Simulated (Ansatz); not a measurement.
# CHBBr− (SMILES [CH-]=BBr): single points off equilibrium

Aim: energy, forces and dipole at a structure displaced at random from a GFN2-xTB minimum, from several density functionals.

Program: Ansatz 0.2.0, Gaussian basis. Level of theory: single points in def2-TZVPPD. These are calculated values, not measurements.

Filled d shells of heavy p-block atoms are frozen too.

1 further run of the same task is left out (set aside as unsound or not needed).

## 1. The system as given

SMILES `[CH-]=BBr`, 4 atoms, charge -1, spin multiplicity 1.

Atoms are counted from 1 here; the program's logs count them from 0.

Bond lengths: C1–B2 1.442 Å, C1–H4 0.812 Å, B2–Br3 1.926 Å. Angles: B2–C1–H4 153.5°, C1–B2–Br3 178.1°.

Coordinates:

| atom | x (Å) | y (Å) | z (Å) |
| --- | --- | --- | --- |
| C1 | -0.5747 | 0.6278 | -0.5492 |
| B2 | 0.2904 | -0.2821 | 0.1594 |
| Br3 | 1.4441 | -1.4583 | 1.1567 |
| H4 | -0.8829 | 0.9614 | -1.2220 |

## 2. PBE0-D4/def2-TZVPPD

Input file run/in.yaml:

```yaml
crystal:
  periodic: [false, false, false]
  atoms:
    - {symbol: C, position_ang: [-0.574700, 0.627800, -0.549200]}
    - {symbol: B, position_ang: [0.290400, -0.282100, 0.159400]}
    - {symbol: Br, position_ang: [1.444100, -1.458300, 1.156700]}
    - {symbol: H, position_ang: [-0.882900, 0.961400, -1.222000]}
basis:
  gaussian: {orbitals: "def2-TZVPPD.json"}
total_charge: -1
hamiltonian: {xc: pbe0, dispersion: d4}
output: {forces: true, orbitals: {seedname: orbitals}}
```

The basis file named in the input lies beside it (Basis Set Exchange, JSON).

No record of the launch command was kept for these runs.

## 3. wB97M-V/def2-TZVPPD

run/in.yaml, as its differences from that of step 2:

```diff
@@ -10,3 +10,3 @@
 total_charge: -1
-hamiltonian: {xc: pbe0, dispersion: d4}
-output: {forces: true, orbitals: {seedname: orbitals}}
+hamiltonian: {xc: {name: wB97M-V}}
+output: {forces: true}
```

## 4. r2SCAN-D4/def2-TZVPPD

run/in.yaml, as its differences from that of step 3:

```diff
@@ -10,3 +10,3 @@
 total_charge: -1
-hamiltonian: {xc: {name: wB97M-V}}
+hamiltonian: {xc: r2scan, dispersion: d4}
 output: {forces: true}
```

## 5. PBE-D4/def2-TZVPPD

run/in.yaml, as its differences from that of step 4:

```diff
@@ -10,3 +10,3 @@
 total_charge: -1
-hamiltonian: {xc: r2scan, dispersion: d4}
+hamiltonian: {xc: pbe, dispersion: d4}
 output: {forces: true}
```

## 6. LC-wPBE/def2-TZVPPD

run/in.yaml, as its differences from that of step 5:

```diff
@@ -10,3 +10,3 @@
 total_charge: -1
-hamiltonian: {xc: pbe, dispersion: d4}
+hamiltonian: {xc: {name: LC-wPBE}}
 output: {forces: true}
```

## 7. r2SCAN0-D4/def2-TZVPPD

run/in.yaml, as its differences from that of step 6:

```diff
@@ -10,3 +10,3 @@
 total_charge: -1
-hamiltonian: {xc: {name: LC-wPBE}}
+hamiltonian: {xc: {name: r2SCAN0}, dispersion: d4}
 output: {forces: true}
```

(Steps that only read results are left out.)

Before running it: what results should come out? Wanted: RMS force component; HOMO and LUMO, PBE0-D4.

As calculated:

| quantity | value |
| --- | --- |
| RMS force component | 10.234 to 10.597 eV/Å over the methods |
| HOMO and LUMO, PBE0-D4 | -0.06 and 3.10 eV |

In words: No sound CCSD(T) forces are at hand. Among the functionals the RMS force differs by up to 4 %.
